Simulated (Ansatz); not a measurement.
The system is NiMoIrPdW.

```
Ni Mo Pd Ir W
1.0
     4.11705    0.00000    0.00000
    -2.05853    3.56547    0.00000
     0.00000    0.00000    5.44580
Ni Mo Pd Ir W
1 1 1 1 1
Direct
  0.00000 0.00000 0.95775
  0.66667 0.33333 0.96161
  0.66667 0.33333 0.46295
  0.33333 0.66667 0.72572
  0.33333 0.66667 0.23642
```

The cell was built by a generator and needn't be a form met in nature.

```yaml
Program: Ansatz 0.2.0
Task: relaxation of cell and atoms
Functional: LDA
Potentials_or_basis: Ansatz PAW
Cutoff: "420 eV (not typed: the program's choice for these potentials)"
k_mesh: 6 × 6 × 4
Occupations: fermi-dirac, width 0.05 eV
Spin: collinear spin, ferromagnetic start
Starting_moments: "[1.0, 1.0, 0.0, 0.6, 0.0] μB"
```

At the start: volume 15.99 Å³/atom.

How do energy, volume and symmetry change on relaxing?

It ends after 6 steps and the volume is 15.11 Å³/atom (-5.5 %); space group P3m1 (No. 156, to 0.05 Å); moment 0.00 μB per cell.

Step by step:
```tsv
step	energy change (eV)	largest force (eV/Å)	volume (Å³)
1	0.0000	0.0888	79.94
2	-0.1842	0.0328	76.08
3	-0.1880	0.0157	75.49
4	-0.1881	0.0093	75.54
5	-0.1882	0.0019	75.55
6	-0.1870	0.0019	75.55
```

Final structure:
```
CELL_PARAMETERS angstrom
4.03413 0.00000 0.00000
-2.01707 3.49366 0.00000
0.00000 0.00000 5.36020
ATOMIC_POSITIONS crystal
Ni 0.00000 0.00000 0.95579
Mo 0.66667 0.33333 0.96356
Pd 0.66667 0.33333 0.46463
Ir 0.33333 0.66667 0.72401
W 0.33333 0.66667 0.23646
```

Caveat: the plane-wave basis is chosen anew once the cell has moved, so the energies of steps on either side of that aren't comparable; the PAW data sets come from PBE, with cores solved anew for the run's functional, which leaves a small shift of forces and pressure; the starting moments weren't kept.
